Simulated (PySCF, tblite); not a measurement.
# C₄H₈P₂S: geometry, infrared bands and NMR shifts

Wanted: the infrared bands and NMR shifts of C₄H₈P₂S (`PP1(=S)CC=CC1`), by calculation.

The runs use tblite 0.8.0 and PySCF 2.14.0, with density-fitted response routines of our own; the level of theory stands in each step. All values are computed, except where a source is named. Atoms count from 0, in the outputs and in this text.

## 1. The molecule as given

15 atoms, charge 0, multiplicity 1; geometry from: force field or distance geometry start.

Bonds of the start (Å): P0–P1 2.17, P1–S2 1.93, P1–C3 1.81, C3–C4 1.50, C4–C5 1.34, C5–C6 1.51, C6–P1 1.81, P0–H7 1.42, P0–H8 1.41, C3–H9 1.09, C3–H10 1.10, C4–H11 1.08, C5–H12 1.09, C6–H13 1.09, C6–H14 1.09.

## 2. Optimising the geometry with GFN2-xTB

Job settings and geometry (Å):

```
{"job": {"kind": "relax", "xc": "GFN2-xTB", "basis": "xTB"}, "charge": 0, "multiplicity": 1}
P      2.252200     0.505900     0.762700
P      0.616600    -0.009100    -0.575100
S      1.337500    -0.225800    -2.355700
C     -0.236600    -1.416100     0.171300
C     -1.405000    -0.789300     0.880800
C     -1.631800     0.512000     0.631700
C     -0.686600     1.213000    -0.308100
H      2.808100     1.533500    -0.036700
H      3.152700    -0.491400     0.331000
H     -0.598000    -2.124200    -0.577100
H      0.398900    -1.963300     0.884600
H     -2.045000    -1.377400     1.528200
H     -2.462000     1.051200     1.091000
H     -0.296100     2.133100     0.130600
H     -1.209300     1.456100    -1.235900
```

The run is started by

```sh
OMP_NUM_THREADS=1 python probes_run.py task.json out
```

This one command runs all jobs of the session in turn.

**Question.** This job is followed by: GFN2-xTB harmonic vibrations, gas phase; GIAO PBE0/pcSseg-1 NMR shielding, non-relativistic, gas phase. What will the session give for the following? strongest single infrared mode (GFN2-xTB); zero-point energy (GFN2-xTB); ¹³C shifts against TMS (PBE0/pcSseg-1, means over atoms taken as alike); ¹H shifts against TMS (PBE0/pcSseg-1, means over atoms taken as alike); ³¹P shifts against H3PO4 (PBE0/pcSseg-1); ³³S shifts against CS2 (PBE0/pcSseg-1); surface potential, 1st and 99th percentile.

**Answer**, as computed:

| quantity | value |
| --- | --- |
| strongest single infrared mode (GFN2-xTB) | 850 cm⁻¹, 74 km/mol |
| zero-point energy (GFN2-xTB) | 66.6 kcal/mol |
| ¹³C shifts against TMS (PBE0/pcSseg-1, means over atoms taken as alike) | 134.8, 48.9 ppm |
| ¹H shifts against TMS (PBE0/pcSseg-1, means over atoms taken as alike) | 5.92, 3.11, 2.86, 2.83 ppm |
| ³¹P shifts against H3PO4 (PBE0/pcSseg-1) | 35.8, -122.9 ppm |
| ³³S shifts against CS2 (PBE0/pcSseg-1) | -100 ppm |
| surface potential, 1st and 99th percentile | -1.32 V and 1.22 V |

**Reading.** Relaxing lowered the energy by 0.246 eV in 29 steps; the close pair that moved most is P1–C6, from 1.806 to 1.858 Å. The lowest mode is imaginary (26i cm⁻¹), so the xTB geometry is not a minimum. The strongest single mode, at 850 cm⁻¹, is spread over many atoms; the largest shares are those of P1. Unscaled tight-binding wavenumbers are off by several per cent, some by more. Its intensities can rank the bands wrongly. The most deshielded carbon is C4, C5 (mean) (alkene CH), at 134.8 ppm: the olefinic region. The most deshielded hydrogen is H11, H12 (mean) (hydrogen on an alkene CH), at 5.92 ppm: attached to an sp2 carbon and in the plane of the double bond. At PBE0/pcSseg-1: The widest tensor belongs to S2: span 369 ppm, with a paramagnetic part of -454 ppm. By nearest atom (PBE0/pcSseg-1), the HOMO sits on S2 73 %; P0 14 % and the LUMO on P0 37 %; P1 21 %.
